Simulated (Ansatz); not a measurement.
# BClHOSi−: an energy map over bond length Si2–H5 and angle H5–Si2–B3, part 1 of 2

Aim: map the energy of BClHOSi, SMILES [O-][SiH]=BCl, charge −1 over two coordinates, and find its wells, ridges and stiffness.

Program: Ansatz 0.2.0. Level of theory: RHF/def2-SVPD. These are calculated values, not measurements.

## (1) The system as given

SMILES `[O-][SiH]=BCl`, 5 atoms, charge -1, spin multiplicity 1.

Atoms are counted from 1 here; the program's logs count them from 0.

Bond lengths: O1–Si2 1.603 Å, Si2–B3 1.959 Å, Si2–H5 1.548 Å, B3–Cl4 1.792 Å. Angles: O1–Si2–B3 128.9°, O1–Si2–H5 117.0°, B3–Si2–H5 102.8°, Si2–B3–Cl4 135.1°.

Geometry (Å):

```xyz
5
BClHOSi
O     0.2824    2.1350   -0.4801
Si    0.3287    0.6749    0.1798
B    -0.6829   -0.9301   -0.3099
Cl   -0.2894   -2.4822   -1.1155
H     0.3612    0.6024    1.7258
```

This geometry comes from a loose relaxation at PBE in a small basis, which is not shown.

## (2) Geometry optimisation

Contents of input.yaml:

```yaml
crystal:
  periodic: [false, false, false]
  atoms:
    - { symbol: O, position_ang: [0.28238, 2.134998, -0.480145] }
    - { symbol: Si, position_ang: [0.328707, 0.674882, 0.179766] }
    - { symbol: B, position_ang: [-0.682875, -0.930121, -0.309864] }
    - { symbol: Cl, position_ang: [-0.289352, -2.482159, -1.115519] }
    - { symbol: H, position_ang: [0.36115, 0.602399, 1.725762] }
total_charge: -1
basis:
  gaussian: { orbitals: def2-SVPD }
hamiltonian:
  xc: hf
output:
  forces: true
relax:
  f_tol: 0.003
  max_steps: 120
```

Run with:

```console
$ ansatz run input.yaml --threads 1 --pin off --max-ram 2560MiB --backend cpu --events-out ev --progress --plain --runs-dir out
```

What it wrote:

```text
Warning: RAYON_NUM_THREADS=1 ignored (pool sized by the plan → 1); use --threads N
The last accepted step is kept in <dir> (removed where the run ends without a failure and the disk answers)
Engine: ansatz 0.2.0, aarch64-unknown-linux-gnu
Functional definition: HF
  exchange = exact_x
  correlation = 0
1038 factors; integrals over basis functions are off by at most 5.6e-4 eV
mean field evaluation 1: about -23077.5147 eV, gradient 3.5e1 eV
mean field evaluation 2: about -23077.5498 eV, gradient 3.5e1 eV
mean field evaluation 4: about -23081.4010 eV, gradient 4.5e0 eV
mean field evaluation 8: about -23081.5626 eV, gradient 3.8e-1 eV
mean field -23081.56638852 eV, -848.2319195305 hartree, gradient 4.7e-5 eV, S^2 0.000000; 0 other end points of the search recorded, 0 dependent functions left out
the calculation of the forces begins
reference -23081.56638852 eV, -848.2319195305 hartree; 23, 23 occupied and 79, 79 virtual orbitals, 1038 factors
relax step   1: F+E_penalty+E_count = -23081.56638852 eV  Δ(F+E_penalty+E_count) = +0.000e0 eV  max|allowed force component| = 2.244e0 eV/Å  Δτ_max = 0.0000 Å  (45 SCF iters, accepted)
these checks for a lower state are left out or cut short: starts, cluster_reference, orbital_swaps, neighbouring_geometries, increment
1038 factors; integrals over basis functions are off by at most 5.1e-4 eV
mean field evaluation 16: about -23081.5753 eV, gradient 7.7e-1 eV
mean field -23081.58460829 eV, -848.2325890945 hartree, gradient 2.5e-5 eV, S^2 0.000000; 0 other end points of the search recorded, 0 dependent functions left out
the calculation of the forces begins
reference -23081.58460829 eV, -848.2325890945 hartree; 23, 23 occupied and 79, 79 virtual orbitals, 1038 factors
relax step   2: F+E_penalty+E_count = -23081.58460829 eV  Δ(F+E_penalty+E_count) = -1.822e-2 eV  max|allowed force component| = 2.032e0 eV/Å  Δτ_max = 0.1947 Å  (49 SCF iters, accepted)
these checks for a lower state are left out or cut short: starts, cluster_reference, orbital_swaps, neighbouring_geometries, increment
1038 factors; integrals over basis functions are off by at most 5.2e-4 eV
mean field -23081.64885565 eV, -848.2349501414 hartree, gradient 8.2e-5 eV, S^2 0.000000; 0 other end points of the search recorded, 0 dependent functions left out
the calculation of the forces begins
reference -23081.64885565 eV, -848.2349501414 hartree; 23, 23 occupied and 79, 79 virtual orbitals, 1038 factors
relax step   3: F+E_penalty+E_count = -23081.64885565 eV  Δ(F+E_penalty+E_count) = -6.425e-2 eV  max|allowed force component| = 2.029e0 eV/Å  Δτ_max = 0.1058 Å  (44 SCF iters, accepted)
these checks for a lower state are left out or cut short: starts, cluster_reference, orbital_swaps, neighbouring_geometries, increment
1038 factors; integrals over basis functions are off by at most 4.9e-4 eV
mean field evaluation 32: about -23081.6924 eV, gradient 4.8e-1 eV
mean field -23081.69315938 eV, -848.2365782735 hartree, gradient 7.4e-5 eV, S^2 0.000000; 0 other end points of the search recorded, 0 dependent functions left out
the calculation of the forces begins
reference -23081.69315938 eV, -848.2365782735 hartree; 23, 23 occupied and 79, 79 virtual orbitals, 1038 factors
relax step   4: F+E_penalty+E_count = -23081.69315938 eV  Δ(F+E_penalty+E_count) = -4.430e-2 eV  max|allowed force component| = 1.417e0 eV/Å  Δτ_max = 0.0367 Å  (44 SCF iters, accepted)
these checks for a lower state are left out or cut short: starts, cluster_reference, orbital_swaps, neighbouring_geometries, increment
1038 factors; integrals over basis functions are off by at most 4.3e-4 eV
mean field -23081.72560690 eV, -848.2377706982 hartree, gradient 6.8e-5 eV, S^2 0.000000; 0 other end points of the search recorded, 0 dependent functions left out
the calculation of the forces begins
reference -23081.72560690 eV, -848.2377706982 hartree; 23, 23 occupied and 79, 79 virtual orbitals, 1038 factors
relax step   5: F+E_penalty+E_count = -23081.72560690 eV  Δ(F+E_penalty+E_count) = -3.245e-2 eV  max|allowed force component| = 2.963e-1 eV/Å  Δτ_max = 0.0405 Å  (63 SCF iters, accepted)
these checks for a lower state are left out or cut short: starts, cluster_reference, orbital_swaps, neighbouring_geometries, increment
1038 factors; integrals over basis functions are off by at most 4.4e-4 eV
mean field -23081.72776200 eV, -848.2378498966 hartree, gradient 7.1e-5 eV, S^2 0.000000; 0 other end points of the search recorded, 0 dependent functions left out
the calculation of the forces begins
reference -23081.72776200 eV, -848.2378498966 hartree; 23, 23 occupied and 79, 79 virtual orbitals, 1038 factors
relax step   6: F+E_penalty+E_count = -23081.72776200 eV  Δ(F+E_penalty+E_count) = -2.155e-3 eV  max|allowed force component| = 2.162e-1 eV/Å  Δτ_max = 0.0154 Å  (45 SCF iters, accepted)
these checks for a lower state are left out or cut short: starts, cluster_reference, orbital_swaps, neighbouring_geometries, increment
1038 factors; integrals over basis functions are off by at most 4.3e-4 eV
mean field -23081.73076104 eV, -848.2379601092 hartree, gradient 6.6e-5 eV, S^2 0.000000; 0 other end points of the search recorded, 0 dependent functions left out
the calculation of the forces begins
reference -23081.73076104 eV, -848.2379601092 hartree; 23, 23 occupied and 79, 79 virtual orbitals, 1038 factors
relax step   7: F+E_penalty+E_count = -23081.73076104 eV  Δ(F+E_penalty+E_count) = -2.999e-3 eV  max|allowed force component| = 1.077e-1 eV/Å  Δτ_max = 0.0185 Å  (44 SCF iters, accepted)
these checks for a lower state are left out or cut short: starts, cluster_reference, orbital_swaps, neighbouring_geometries, increment
1038 factors; integrals over basis functions are off by at most 4.3e-4 eV
mean field evaluation 64: about -23081.7341 eV, gradient 6.6e-5 eV
mean field -23081.73405031 eV, -848.2380809875 hartree, gradient 6.6e-5 eV, S^2 0.000000; 0 other end points of the search recorded, 0 dependent functions left out
the calculation of the forces begins
reference -23081.73405031 eV, -848.2380809875 hartree; 23, 23 occupied and 79, 79 virtual orbitals, 1038 factors
relax step   8: F+E_penalty+E_count = -23081.73405031 eV  Δ(F+E_penalty+E_count) = -3.289e-3 eV  max|allowed force component| = 1.338e-1 eV/Å  Δτ_max = 0.0388 Å  (45 SCF iters, accepted)
these checks for a lower state are left out or cut short: starts, cluster_reference, orbital_swaps, neighbouring_geometries, increment
1038 factors; integrals over basis functions are off by at most 4.3e-4 eV
mean field -23081.73705631 eV, -848.2381914560 hartree, gradient 6.6e-5 eV, S^2 0.000000; 0 other end points of the search recorded, 0 dependent functions left out
the calculation of the forces begins
reference -23081.73705631 eV, -848.2381914560 hartree; 23, 23 occupied and 79, 79 virtual orbitals, 1038 factors
relax step   9: F+E_penalty+E_count = -23081.73705631 eV  Δ(F+E_penalty+E_count) = -3.006e-3 eV  max|allowed force component| = 2.229e-1 eV/Å  Δτ_max = 0.0708 Å  (44 SCF iters, accepted)
these checks for a lower state are left out or cut short: starts, cluster_reference, orbital_swaps, neighbouring_geometries, increment
1038 factors; integrals over basis functions are off by at most 4.3e-4 eV
mean field -23081.73881367 eV, -848.2382560378 hartree, gradient 6.5e-5 eV, S^2 0.000000; 0 other end points of the search recorded, 0 dependent functions left out
the calculation of the forces begins
reference -23081.73881367 eV, -848.2382560378 hartree; 23, 23 occupied and 79, 79 virtual orbitals, 1038 factors
relax step  10: F+E_penalty+E_count = -23081.73881367 eV  Δ(F+E_penalty+E_count) = -1.757e-3 eV  max|allowed force component| = 6.663e-2 eV/Å  Δτ_max = 0.0146 Å  (48 SCF iters, accepted)
these checks for a lower state are left out or cut short: starts, cluster_reference, orbital_swaps, neighbouring_geometries, increment
1038 factors; integrals over basis functions are off by at most 4.2e-4 eV
mean field -23081.73925206 eV, -848.2382721486 hartree, gradient 6.5e-5 eV, S^2 0.000000; 0 other end points of the search recorded, 0 dependent functions left out
the calculation of the forces begins
reference -23081.73925206 eV, -848.2382721486 hartree; 23, 23 occupied and 79, 79 virtual orbitals, 1038 factors
relax step  11: F+E_penalty+E_count = -23081.73925206 eV  Δ(F+E_penalty+E_count) = -4.384e-4 eV  max|allowed force component| = 4.278e-2 eV/Å  Δτ_max = 0.0077 Å  (48 SCF iters, accepted)
these checks for a lower state are left out or cut short: starts, cluster_reference, orbital_swaps, neighbouring_geometries, increment
1038 factors; integrals over basis functions are off by at most 4.2e-4 eV
mean field -23081.73881864 eV, -848.2382562205 hartree, gradient 6.6e-5 eV, S^2 0.000000; 0 other end points of the search recorded, 0 dependent functions left out
the calculation of the forces begins
reference -23081.73881864 eV, -848.2382562205 hartree; 23, 23 occupied and 79, 79 virtual orbitals, 1038 factors
relax step  12: F+E_penalty+E_count = -23081.73881864 eV  Δ(F+E_penalty+E_count) = +4.334e-4 eV  max|allowed force component| = 1.006e-1 eV/Å  Δτ_max = 0.0089 Å  (49 SCF iters, rejected (line search))
these checks for a lower state are left out or cut short: starts, cluster_reference, orbital_swaps, neighbouring_geometries, increment
1038 factors; integrals over basis functions are off by at most 4.2e-4 eV
mean field evaluation 96: about -23081.7394 eV, gradient 9.1e-4 eV
mean field -23081.73943362 eV, -848.2382788205 hartree, gradient 1.7e-5 eV, S^2 0.000000; 0 other end points of the search recorded, 0 dependent functions left out
the calculation of the forces begins
reference -23081.73943362 eV, -848.2382788205 hartree; 23, 23 occupied and 79, 79 virtual orbitals, 1038 factors
relax step  13: F+E_penalty+E_count = -23081.73943362 eV  Δ(F+E_penalty+E_count) = -1.816e-4 eV  max|allowed force component| = 1.756e-2 eV/Å  Δτ_max = 0.0043 Å  (38 SCF iters, accepted)
these checks for a lower state are left out or cut short: starts, cluster_reference, orbital_swaps, neighbouring_geometries, increment
1038 factors; integrals over basis functions are off by at most 4.2e-4 eV
mean field -23081.73948581 eV, -848.2382807387 hartree, gradient 6.6e-5 eV, S^2 0.000000; 0 other end points of the search recorded, 0 dependent functions left out
the calculation of the forces begins
reference -23081.73948581 eV, -848.2382807387 hartree; 23, 23 occupied and 79, 79 virtual orbitals, 1038 factors
relax step  14: F+E_penalty+E_count = -23081.73948581 eV  Δ(F+E_penalty+E_count) = -5.220e-5 eV  max|allowed force component| = 4.654e-2 eV/Å  Δτ_max = 0.0144 Å  (47 SCF iters, accepted)
these checks for a lower state are left out or cut short: starts, cluster_reference, orbital_swaps, neighbouring_geometries, increment
1038 factors; integrals over basis functions are off by at most 4.2e-4 eV
mean field -23081.73868844 eV, -848.2382514357 hartree, gradient 6.9e-5 eV, S^2 0.000000; 0 other end points of the search recorded, 0 dependent functions left out
the calculation of the forces begins
reference -23081.73868844 eV, -848.2382514357 hartree; 23, 23 occupied and 79, 79 virtual orbitals, 1038 factors
relax step  15: F+E_penalty+E_count = -23081.73868844 eV  Δ(F+E_penalty+E_count) = +7.974e-4 eV  max|allowed force component| = 8.522e-2 eV/Å  Δτ_max = 0.0136 Å  (46 SCF iters, rejected (line search))
these checks for a lower state are left out or cut short: starts, cluster_reference, orbital_swaps, neighbouring_geometries, increment
1038 factors; integrals over basis functions are off by at most 4.2e-4 eV
mean field -23081.73942839 eV, -848.2382786284 hartree, gradient 7.0e-5 eV, S^2 0.000000; 0 other end points of the search recorded, 0 dependent functions left out
the calculation of the forces begins
reference -23081.73942839 eV, -848.2382786284 hartree; 23, 23 occupied and 79, 79 virtual orbitals, 1038 factors
relax step  16: F+E_penalty+E_count = -23081.73942839 eV  Δ(F+E_penalty+E_count) = +5.743e-5 eV  max|allowed force component| = 2.395e-2 eV/Å  Δτ_max = 0.0068 Å  (47 SCF iters, rejected (line search))
these checks for a lower state are left out or cut short: starts, cluster_reference, orbital_swaps, neighbouring_geometries, increment
1038 factors; integrals over basis functions are off by at most 4.2e-4 eV
mean field -23081.73955542 eV, -848.2382832968 hartree, gradient 1.5e-5 eV, S^2 0.000000; 0 other end points of the search recorded, 0 dependent functions left out
the calculation of the forces begins
reference -23081.73955542 eV, -848.2382832968 hartree; 23, 23 occupied and 79, 79 virtual orbitals, 1038 factors
relax step  17: F+E_penalty+E_count = -23081.73955542 eV  Δ(F+E_penalty+E_count) = -6.961e-5 eV  max|allowed force component| = 1.234e-2 eV/Å  Δτ_max = 0.0023 Å  (37 SCF iters, accepted)
these checks for a lower state are left out or cut short: starts, cluster_reference, orbital_swaps, neighbouring_geometries, increment
1038 factors; integrals over basis functions are off by at most 4.2e-4 eV
mean field evaluation 128: about -23081.7396 eV, gradient 2.8e-5 eV
mean field -23081.73956267 eV, -848.2382835630 hartree, gradient 2.5e-5 eV, S^2 0.000000; 0 other end points of the search recorded, 0 dependent functions left out
the calculation of the forces begins
reference -23081.73956267 eV, -848.2382835630 hartree; 23, 23 occupied and 79, 79 virtual orbitals, 1038 factors
relax step  18: F+E_penalty+E_count = -23081.73956267 eV  Δ(F+E_penalty+E_count) = -7.246e-6 eV  max|allowed force component| = 4.902e-3 eV/Å  Δτ_max = 0.0009 Å  (32 SCF iters, accepted)
these checks for a lower state are left out or cut short: starts, cluster_reference, orbital_swaps, neighbouring_geometries, increment
1038 factors; integrals over basis functions are off by at most 4.2e-4 eV
mean field -23081.73956884 eV, -848.2382837900 hartree, gradient 2.6e-5 eV, S^2 0.000000; 0 other end points of the search recorded, 0 dependent functions left out
the calculation of the forces begins
reference -23081.73956884 eV, -848.2382837900 hartree; 23, 23 occupied and 79, 79 virtual orbitals, 1038 factors
relax step  19: F+E_penalty+E_count = -23081.73956884 eV  Δ(F+E_penalty+E_count) = -6.176e-6 eV  max|allowed force component| = 5.345e-3 eV/Å  Δτ_max = 0.0017 Å  (34 SCF iters, accepted)
these checks for a lower state are left out or cut short: starts, cluster_reference, orbital_swaps, neighbouring_geometries, increment
1038 factors; integrals over basis functions are off by at most 4.2e-4 eV
mean field -23081.73956975 eV, -848.2382838233 hartree, gradient 5.6e-5 eV, S^2 0.000000; 0 other end points of the search recorded, 0 dependent functions left out
the calculation of the forces begins
reference -23081.73956975 eV, -848.2382838233 hartree; 23, 23 occupied and 79, 79 virtual orbitals, 1038 factors
relax step  20: F+E_penalty+E_count = -23081.73956975 eV  Δ(F+E_penalty+E_count) = -9.052e-7 eV  max|allowed force component| = 5.811e-3 eV/Å  Δτ_max = 0.0004 Å  (29 SCF iters, accepted)
these checks for a lower state are left out or cut short: starts, cluster_reference, orbital_swaps, neighbouring_geometries, increment
1038 factors; integrals over basis functions are off by at most 4.2e-4 eV
mean field -23081.73957085 eV, -848.2382838636 hartree, gradient 7.5e-5 eV, S^2 0.000000; 0 other end points of the search recorded, 0 dependent functions left out
the calculation of the forces begins
reference -23081.73957085 eV, -848.2382838636 hartree; 23, 23 occupied and 79, 79 virtual orbitals, 1038 factors
relax step  21: F+E_penalty+E_count = -23081.73957085 eV  Δ(F+E_penalty+E_count) = -1.096e-6 eV  max|allowed force component| = 1.275e-3 eV/Å  Δτ_max = 0.0007 Å  (29 SCF iters, accepted)
1038 factors; integrals over basis functions are off by at most 4.2e-4 eV
mean field evaluation 160: about -23081.7396 eV, gradient 3.9e-5 eV
mean field -23081.73957085 eV, -848.2382838636 hartree, gradient 7.5e-5 eV, S^2 0.000000; 1 other end points of the search recorded, 0 dependent functions left out
the calculation of the forces begins
reference -23081.73957085 eV, -848.2382838636 hartree; 23, 23 occupied and 79, 79 virtual orbitals, 1038 factors
Total energy: -23081.73957085 eV, -848.2382838636 hartree
Atom 0 at     0.298516     2.130845    -0.431268 Å, force     0.000076    -0.000814     0.000741 eV/Å
Atom 1 at     0.206007     0.718653     0.200445 Å, force    -0.000246    -0.000076    -0.001275 eV/Å
Atom 2 at    -0.548946    -0.902648    -0.386220 Å, force    -0.000264     0.000912     0.000460 eV/Å
Atom 3 at    -0.354954    -2.537784    -1.067231 Å, force     0.000347    -0.000215    -0.000080 eV/Å
Atom 4 at     0.399387     0.590934     1.684275 Å, force     0.000087     0.000192     0.000154 eV/Å
Dipole moment:     0.162216    -1.126628    -0.026518 e Å
```

Wall time 54 s (1 thread of Arm Neoverse V1, shared host); peak memory 0.19 GiB.

Relaxation path:

```
step  energy from step 1 (eV)  largest force component (eV/Å)
   1                   0.0000                          2.2435
   2                  -0.0182                          2.0323
   3                  -0.0825                          2.0290
   4                  -0.1268                          1.4167
   5                  -0.1592                          0.2963
   6                  -0.1614                          0.2162
   7                  -0.1644                          0.1077
   8                  -0.1677                          0.1338
   9                  -0.1707                          0.2229
  10                  -0.1724                          0.0666
  11                  -0.1729                          0.0428
  12                  -0.1724                          0.1006
  13                  -0.1730                          0.0176
  14                  -0.1731                          0.0465
  15                  -0.1723                          0.0852
  16                  -0.1730                          0.0239
  17                  -0.1732                          0.0123
  18                  -0.1732                          0.0049
  19                  -0.1732                          0.0053
  20                  -0.1732                          0.0058
  21                  -0.1732                          0.0013
```

Distances of close pairs at the start and the end, largest changes first:

```
  bond  before (Å)  after (Å)  change (Å)
Si2–B3       1.959      1.882      -0.077
O1–Si2       1.603      1.550      -0.053
Si2–H5       1.548      1.502      -0.046
B3–Cl4       1.792      1.782      -0.011
```

## (3) The grid

- bond length Si2–H5: 15 values from 1.262 to 1.952 Å
- angle H5–Si2–B3: 15 values from 71.6 to 141.6 °

Nothing else is relaxed (all other coordinates rigid). Energies count from the relaxed molecule at the same level.

Of the runs on the grid, 3 are shown in the steps below; the others differ only in the two coordinates.

## (4) Grid point bond length Si2–H5 = 1.311 Å, angle H5–Si2–B3 = 86.6°

Contents of input.yaml:

```yaml
crystal:
  periodic: [false, false, false]
  atoms:
    - { symbol: O, position_ang: [0.298516, 2.130845, -0.431268] }
    - { symbol: Si, position_ang: [0.206007, 0.718653, 0.200445] }
    - { symbol: B, position_ang: [-0.548946, -0.902648, -0.38622] }
    - { symbol: Cl, position_ang: [-0.354954, -2.537784, -1.067231] }
    - { symbol: H, position_ang: [0.193822, 0.19862, 1.403831] }
total_charge: -1
basis:
  gaussian: { orbitals: def2-SVPD }
hamiltonian:
  xc: hf
output:
  forces: true
```

Run with:

```console
$ ansatz run input.yaml --threads 1 --pin off --max-ram 2560MiB --backend cpu --events-out ev --progress --plain --runs-dir out
```

What it wrote:

```text
Warning: RAYON_NUM_THREADS=1 ignored (pool sized by the plan → 1); use --threads N
[... 4 set-up lines as earlier in the session ...]
974 factors; integrals over basis functions are off by at most 7.5e-4 eV
mean field evaluation 1: about -23077.2922 eV, gradient 3.3e1 eV
mean field evaluation 2: about -23077.3514 eV, gradient 3.3e1 eV
mean field evaluation 4: about -23080.7637 eV, gradient 4.4e0 eV
mean field evaluation 8: about -23080.9071 eV, gradient 7.8e-1 eV
mean field evaluation 16: about -23066.4484 eV, gradient 2.6e1 eV
mean field evaluation 32: about -23069.2325 eV, gradient 1.9e1 eV
mean field -23080.91952598 eV, -848.2081477708 hartree, gradient 7.4e-5 eV, S^2 0.000000; 0 other end points of the search recorded, 0 dependent functions left out
the calculation of the forces begins
reference -23080.91952598 eV, -848.2081477708 hartree; 23, 23 occupied and 79, 79 virtual orbitals, 974 factors
Total energy: -23080.91952598 eV, -848.2081477708 hartree
Atom 0 at     0.298516     2.130845    -0.431268 Å, force     0.120415     0.261710     0.719639 eV/Å
Atom 1 at     0.206007     0.718653     0.200445 Å, force    -0.577730     0.422764    -5.497748 eV/Å
Atom 2 at    -0.548946    -0.902648    -0.386220 Å, force    -0.006716     0.181748    -0.783690 eV/Å
Atom 3 at    -0.354954    -2.537784    -1.067231 Å, force    -0.030193    -0.227211     0.053882 eV/Å
Atom 4 at     0.193822     0.198620     1.403831 Å, force     0.494225    -0.639010     5.507918 eV/Å
Dipole moment:     0.182680    -1.023480     0.067646 e Å
```

Run time: 2.5 s. Hardware: 1 thread of Arm Neoverse V1, shared host; peak memory 0.2 GiB.

On the map this point reads 18.9 kcal/mol.

(Continued in part 2 of 2.)
